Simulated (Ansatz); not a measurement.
# YbB2 (P6/mmm) in Ansatz: single point with PBE

Aim: the single point of YbB2 with PBE.

All numbers are computed with Ansatz 0.2.0; they aren't measurements. Logs are shortened: lines on timing, memory, paths and dates and some standing lists are left out, and cuts for length are marked.

## 1. The crystal as given

It takes space group P6/mmm (No. 191, hexagonal). The conventional cell has a = 3.250 Å, b = 3.250 Å, c = 3.732 Å, α = 90.00°, β = 90.00°, γ = 120.00°. Yb (site symmetry 6/mmm) is surrounded by 12 B at 2.65 Å. Around B (site symmetry -6m2) lie 3 B at 1.88 Å.

## 2. Single point, PBE, collinear spin, ferromagnetic start

The input, input.yaml:

```yaml
crystal:
  lattice:
    - [3.2503, 0.0, 0.0]
    - [-1.62515, 2.8148423699, 0.0]
    - [0.0, 0.0, 3.7315]
  atoms:
    - { symbol: Yb, position: [0.0, 0.0, 0.0], spin: 2.5 }
    - { symbol: B, position: [0.6666666667, 0.3333333333, 0.5] }
    - { symbol: B, position: [0.3333333333, 0.6666666667, 0.5] }
hamiltonian:
  xc: pbe
  pseudopotentials: { kind: paw }
magnetization:
  spin_polarized: true
kpoints:
  mp_grid: { grid: [9, 9, 7] }
scf:
  occupations: { method: fermi_dirac, width: 0.05 }
output:
  forces: true
  stress: true
  eigenvalues: true
```

Potentials or basis: Ansatz PAW.

Started as:

```bash
$ ansatz run input.yaml --threads 2 --pin off --max-ram 5120MiB --backend cpu --events-out ev --progress --plain --runs-dir out
```

The program printed:

```text
Warning: where an SCF of this run starts from atoms to list the orders of its open shells, Yb (site 0, from 0) starts with 0.44 μB on its 4f shell and 0.44 μB on its 5d shell, in the place of the 2.50 μB that the deck gives it: its open shells can hold no more by Hund's first rule. To start from spheres of the given moment, type scf.initial_density.shell_occupations: []
Warning: RAYON_NUM_THREADS=2 ignored (pool sized by the plan → 2); use --threads N
Engine: ansatz 0.2.0, aarch64-unknown-linux-gnu
Pseudopotentials: kind: paw
Pseudopotential: Yb, paw, valence charge 24, recommended cutoff 420 eV (normal), Yb.paw.azcp
Pseudopotential: B, paw, valence charge 3, recommended cutoff 420 eV (normal), B.paw.azcp
Functional definition: PBE
  parameter kappa = 0.804
  parameter beta = 0.06672455060314922
  exchange = pbe_x(kappa = kappa, mu = beta*pi^2/3)
  correlation = pbe_c(beta = beta)
Crystal: 3 atoms, lattice volume = 34.140 Å³
Basis set: ecut = 420 eV, 709 PW (Γ), exchange–correlation on 48×48×50 points (8 copies of the dense FFT grid, shifted against one another)
Bands: 21, of which v1, the nominal top of the filled ones, is band 15 counted from 1 (14 counted from 0)
Symmetry: 24 space group operations
Space group: P6/mmm (ITA 191), of the structure as read, at distance tolerance 3.2e-5 Å
Magnetic group: BNS 191.233 (UNI 1463), of the structure as read, at distance tolerance 3.2e-5 Å
k-points: 48 of 567
Non-local potential: Yb, projectors of the file, l = 0: 3, l = 1: 2, l = 2: 2, l = 3: 3
Non-local potential: B, projectors of the file, l = 0: 2, l = 1: 2, l = 2: 1
PAW form: soft (Blöchl's): semilocal exchange-correlation on the pseudo side does not see the compensation charge
PAW one-centre angular grid: Yb, 590 points (default); XC on 64 Gauss nodes
PAW one-centre angular grid: B, 110 points (default); XC on 64 Gauss nodes
Initial density: superposition of atomic densities (chi_scale 0.1, normalization cell)
Starting moments: Σ|m| = 2.5 μB on 1 of 3 sites
Initial wavefunctions: pseudopotential atomic-orbital guess
Functional: x = pbe(κ = 0.804, μ = 0.2195149727645171), c = pbe(β = 0.06672455060314922)
SCF iter   1: F=—  HF=-14108.968195 eV  |F-HF|=—  |Δ(HF+E_count)|=         —  Δρ=6.04e-2 (↑6.04e-2 ↓3.73e-2)  dr2=4.83e0  dr2_m=8.73e-2  M=0.327 μB ∫|m|=0.328 μB  β_m=0.30  ethr=3.10e-3  ⟨swp⟩=5.6  Hψ=10310  notcnv=0
Mixer restart at iter 1: flushing history
preconditioner: auto → none  [metal: Δε(μ)=0.029 eV  Ē_g=12.329 eV  σ=0.050 eV  W_gap=0.14  n_scr=8 (ndim 8)  ℏωp=33.6 eV  f_vac=0.000  D(μ)=3.99/eV (n_scr^D=58)  sad-step TF]
SCF iter   2: F=—  HF=-14108.601561 eV  |F-HF|=—  |Δ(HF+E_count)|=   3.67e-1  Δρ=3.42e-2 (↑3.42e-2 ↓2.36e-2)  dr2=2.06e0  dr2_m=3.94e-2  M=0.325 μB ∫|m|=0.325 μB  β_m=0.40  ethr=3.10e-3  ⟨swp⟩=4.0  Hψ=5649  notcnv=0  defer=117
SCF iter   3: F=—  HF=-14107.994993 eV  |F-HF|=—  |Δ(HF+E_count)|=   6.07e-1  Δρ=2.37e-2 (↑2.37e-2 ↓7.49e-3)  dr2=1.41e-1  dr2_m=5.67e-2  M=0.229 μB ∫|m|=0.229 μB  β_m=0.41  ethr=3.10e-3  ⟨swp⟩=3.0  Hψ=4449  notcnv=0  defer=114
SCF iter   4: F=—  HF=-14107.985747 eV  |F-HF|=—  |Δ(HF+E_count)|=   9.25e-3  Δρ=1.15e-2 (↑1.15e-2 ↓7.27e-3)  dr2=1.48e-2  dr2_m=2.43e-2  M=0.191 μB ∫|m|=0.191 μB  β_m=0.70  ethr=4.71e-4  ⟨swp⟩=3.6  Hψ=4935  notcnv=0  defer=106
SCF iter   5: F=—  HF=-14107.989229 eV  |F-HF|=—  |Δ(HF+E_count)|=   3.48e-3  Δρ=2.96e-3 (↑1.72e-3 ↓2.96e-3)  dr2=3.92e-4  dr2_m=1.64e-3  M=0.116 μB ∫|m|=0.116 μB  β_m=0.85  ethr=4.92e-5  ⟨swp⟩=2.9  Hψ=4428  notcnv=0  defer=106
SCF iter   6: F=—  HF=-14107.989551 eV  |F-HF|=—  |Δ(HF+E_count)|=   3.22e-4  Δρ=1.78e-3 (↑1.78e-3 ↓1.37e-3)  dr2=2.52e-4  dr2_m=7.27e-4  M=0.071 μB ∫|m|=0.079 μB  β_m=0.93  ethr=1.31e-6  ⟨swp⟩=2.8  Hψ=4453  notcnv=0  defer=104
SCF iter   7: F=—  HF=-14107.989717 eV  |F-HF|=—  |Δ(HF+E_count)|=   1.66e-4  Δρ=8.27e-4 (↑8.27e-4 ↓8.01e-4)  dr2=1.58e-5  dr2_m=2.02e-4  M=0.045 μB ∫|m|=0.055 μB  β_m=0.96  ethr=8.40e-7  ⟨swp⟩=2.1  Hψ=3282  notcnv=0  defer=104
SCF iter   8: F=—  HF=-14107.989852 eV  |F-HF|=—  |Δ(HF+E_count)|=   1.35e-4  Δρ=2.04e-4 (↑1.44e-4 ↓2.04e-4)  dr2=2.85e-5  dr2_m=2.42e-6  M=0.004 μB ∫|m|=0.011 μB  β_m=0.96  ethr=5.28e-8  ⟨swp⟩=3.1  Hψ=4354  notcnv=0  defer=104
SCF iter   9: F=—  HF=-14107.989850 eV  |F-HF|=—  |Δ(HF+E_count)|=   1.66e-6  Δρ=6.02e-5 (↑6.02e-5 ↓4.42e-5)  dr2=2.80e-7  dr2_m=7.51e-7  M=0.004 μB ∫|m|=0.008 μB  β_m=0.98  ethr=5.28e-8  ⟨swp⟩=2.4  Hψ=3611  notcnv=0  defer=104
SCF iter  10: F=—  HF=-14107.989854 eV  |F-HF|=—  |Δ(HF+E_count)|=   3.55e-6  Δρ=5.99e-5 (↑5.62e-5 ↓5.99e-5)  dr2=4.11e-8  dr2_m=1.05e-6  M=0.003 μB ∫|m|=0.004 μB  β_m=0.98  ethr=9.34e-10  ⟨swp⟩=3.2  Hψ=4516  notcnv=0  defer=104
SCF iter  11: F=—  HF=-14107.989854 eV  |F-HF|=—  |Δ(HF+E_count)|=   5.39e-8  Δρ=2.01e-5 (↑2.01e-5 ↓1.72e-5)  dr2=4.76e-7  dr2_m=9.01e-9  M=0.000 μB ∫|m|=0.001 μB  β_m=0.85  ethr=1.37e-10  ⟨swp⟩=3.5  Hψ=4777  notcnv=0  defer=104
SCF iter  12: F=—  HF=-14107.989854 eV  |F-HF|=—  |Δ(HF+E_count)|=   2.60e-7  Δρ=5.42e-6 (↑5.42e-6 ↓3.80e-6)  dr2=2.32e-8  dr2_m=2.57e-9  M=0.000 μB ∫|m|=0.000 μB  β_m=0.75  ethr=1.37e-10  ⟨swp⟩=3.0  Hψ=4110  notcnv=0  defer=104
SCF iter  13: F=—  HF=-14107.989854 eV  |F-HF|=—  |Δ(HF+E_count)|=   1.24e-7  Δρ=7.92e-6 (↑7.56e-6 ↓7.92e-6)  dr2=6.77e-8  dr2_m=1.18e-10  M=-0.000 μB ∫|m|=0.000 μB  β_m=0.88  ethr=7.75e-11  ⟨swp⟩=2.5  Hψ=3700  notcnv=0  defer=104
SCF iter  14: F=—  HF=-14107.989855 eV  |F-HF|=—  |Δ(HF+E_count)|=   2.73e-7  Δρ=5.13e-6 (↑5.13e-6 ↓9.69e-7)  dr2=1.03e-8  dr2_m=1.46e-9  M=0.000 μB ∫|m|=0.000 μB  β_m=0.94  ethr=7.75e-11  ⟨swp⟩=3.0  Hψ=4128  notcnv=0  defer=104
SCF iter  15: F=—  HF=-14107.989855 eV  |F-HF|=—  |Δ(HF+E_count)|=   2.74e-8  Δρ=1.92e-6 (↑1.54e-6 ↓1.92e-6)  dr2=3.45e-9  dr2_m=1.40e-11  M=-0.000 μB ∫|m|=0.000 μB  β_m=0.94  ethr=3.42e-11  ⟨swp⟩=2.4  Hψ=3853  notcnv=0  defer=104
SCF iter  16: F=-14107.989855 eV  HF=-14107.989855 eV  |F-HF|=7.58e-9  |Δ(HF+E_count)|=   8.38e-9  Δρ=2.24e-6 (↑2.18e-6 ↓2.24e-6)  dr2=5.69e-9  dr2_m=1.90e-12  M=0.000 μB ∫|m|=0.000 μB  ethr=1.15e-11  ⟨swp⟩=9.8  Hψ=11207  notcnv=0
SCF 1 converged in 16 iterations: F = -14107.989855 eV  dr2 = 5.69e-9
WARN: the starting moments were not kept: the SCF closed with an absolute magnetisation of 4.2e-6 μB, where they sum to 2.5 μB in size (1 site). That is at most 0.1 of that sum. Measured as dr2_m measures the in/out step, that magnetisation stands 5.7e-12 eV from none, at or under the dr2_threshold of 1.0e-7 eV: it is no larger than a step whose dr2_m would equal this threshold. The system may hold no moment; this SCF shows only that its start led to no more than that. To try another start: raise the starting moments (crystal.atoms[].spin, magnetization.per_species, magnetization.initial_magnetization, or on a non-collinear deck that types none of these the spinor_matrix: blocks that start its atoms; where the total moment is fixed, keep their sum and leave initial_magnetization as it is; typed ones take the place of any that the run laid by itself, positive ones on a crystal's lanthanoids without a Hubbard term where scf.initial_density.shell_occupations: [] is typed) or, if the notice of its spin-set hold's release reads "site moments contracting" or "site moments show no strong build", lengthen the hold (scf.mixing.spin_hold: { on: { confirm: 4 } }; for m-r²SCAN on two components see the key's manual first). Each may lead to a state that holds a moment. A second SCF, from the converged charge density, with the starting moments and any scf.initial_density.shell_occupations laid on it anew, would have followed, and was not run: the deck does not ask for one (magnetization.retry_lost_moments is false, the default). To let it run, set magnetization.retry_lost_moments: true and run the deck again, where that key's refused combinations let it; where memory then withholds it, that run's warning says so.
SCF converged after 16 iterations
Magnetization: 0.0000 μB (15.0000 up, 15.0000 down)
Absolute magnetization: 0.0000 μB (∫|ρ↑−ρ↓|, with the PAW one-centre terms)
Spin contamination: 0.0000 ħ² per cell (⟨S²⟩ above its minimum at these occupations)
Per-site moments (μB) at R_I (Å): [(1.995038151044026e-6, 1.0915677871833367), (1.4812757171824526e-7, 0.7740816517253272), (1.481275717869766e-7, 0.7740816517253272)]
Free energy (F): -14107.989855 eV
Harris-Foulkes:  -14107.989855 eV  (|F-HF|=7.58e-9)
Internal energy: -14107.958874 eV  (E = F + TS)
E sigma→0 (E₀):  -14107.974364 eV
Entropy (-TS):   -0.030981 eV (-10.327 meV/atom)
Fermi energy:    15.014697 eV
--- Per-component energies (eV) ---
  E_band       = 169.490263
  E_kinetic    = 466.755427
  E_local      = -5650.183357  (includes V_loc(G=0)·N_el)
  E_nonlocal   = 543.462255
  E_hartree    = 2482.057555
  E_xc         = -234.973126
  E_vxc        = -289.514789  (∫ρ·V_xc dr)
  E_paw        = -7495.803921  (= ΣΔE_a)
  E_vpaw       = 134.863150  (= ΣTr[D̂ρ^β])
  E_aug_tail   = -0.000003  (compensation charges beyond the density's cutoff)
  E_ewald      = -4219.273704
  E_smearing   = -0.030981  (= −TS)
  E_closure    = -0.000000  (closes the sum)
  Σ components = -14107.989855   (vs F -14107.989855, Δ=0.00e0)
--- Forces (eV/Å), atoms counted from 1 ---
  atom   1  Yb    -0.00000000     0.00000000     0.00000000
  atom   2  B      0.00000000     0.00000000     0.00000000
  atom   3  B     -0.00000000    -0.00000000     0.00000000
  max |Σ_I F_I| component: 3.70e-17 eV/Å
--- Stress (GPa, compression-positive) ---
       -0.482822      -0.000000       0.000000
        0.000000      -0.482822       0.000000
        0.000000       0.000000       7.838074
  P = ⅓ Tr σ = 2.2908 GPa (22.908 kbar)
--- Band table (eV; the first three rows and the last of 96) ---
  k-point 0 ↑: bands = ["-35.8249", "-8.0429", "-7.6752", "-7.6752", "3.9031", "13.5277", "14.3177", "14.4492", "14.4492", "14.5522", "14.5522", "14.6035", "14.6035", "14.6725", "14.8022", "15.1688", "21.1531", "21.6863", "21.6863", "21.8217", "21.8217"]
  k-point 1 ↑: bands = ["-35.8237", "-8.1045", "-7.6716", "-7.6716", "4.1892", "12.4517", "14.2797", "14.2797", "14.3181", "14.6129", "14.6179", "14.6179", "14.6725", "14.8721", "14.8721", "16.4059", "20.2732", "20.2732", "21.2173", "21.2947", "21.2947"]
  k-point 2 ↑: bands = ["-35.8211", "-8.2385", "-7.6635", "-7.6635", "4.9375", "10.8509", "14.1702", "14.1702", "14.3190", "14.5794", "14.6545", "14.6545", "14.6726", "15.3898", "15.3898", "18.0370", "19.0439", "19.0440", "20.1845", "20.1845", "21.4001"]
  k-point 47 ↓: bands = ["-35.7471", "-8.3027", "-8.3027", "-8.0497", "8.1423", "8.1423", "11.6011", "14.3490", "14.3490", "14.4542", "14.6225", "14.6225", "14.6229", "14.6573", "14.6573", "14.6915", "22.0238", "23.5078", "23.6663", "23.6663", "24.4000"]
```

It took 9 s on 2 threads of Arm Neoverse N1, shared host; peak memory 0.38 GiB.

What came out:

```yaml
Free_energy: -14107.9899 eV
Pressure: 2.3 GPa
Band_gap_on_the_k_mesh: none (metal or under the smearing width)
Net_moment: 0.00 μB per cell
Absolute_moment: 0.00 μB per cell
```

Levels at points of the mesh, in eV from the Fermi level:
Spin up:
```
           k point  band 12  band 13  band 14  band 15  band 16  band 17  band 18  band 19
(0.00, 0.00, 0.00)    -0.41    -0.41    -0.34    -0.21     0.15     6.14     6.67     6.67
```
Spin down:
```csv
k point,band 12,band 13,band 14,band 15,band 16,band 17,band 18,band 19
"(0.00, 0.00, 0.00)",-0.41,-0.41,-0.34,-0.21,0.15,6.14,6.67,6.67
```

Caveat: spin-orbit coupling is left out, which moves the levels of the heavy elements; without U or exact exchange the open f shell lies at the Fermi level, which spoils levels, moments and volumes; the starting moments weren't kept. The state reached can hang on the start; a lower one may exist.
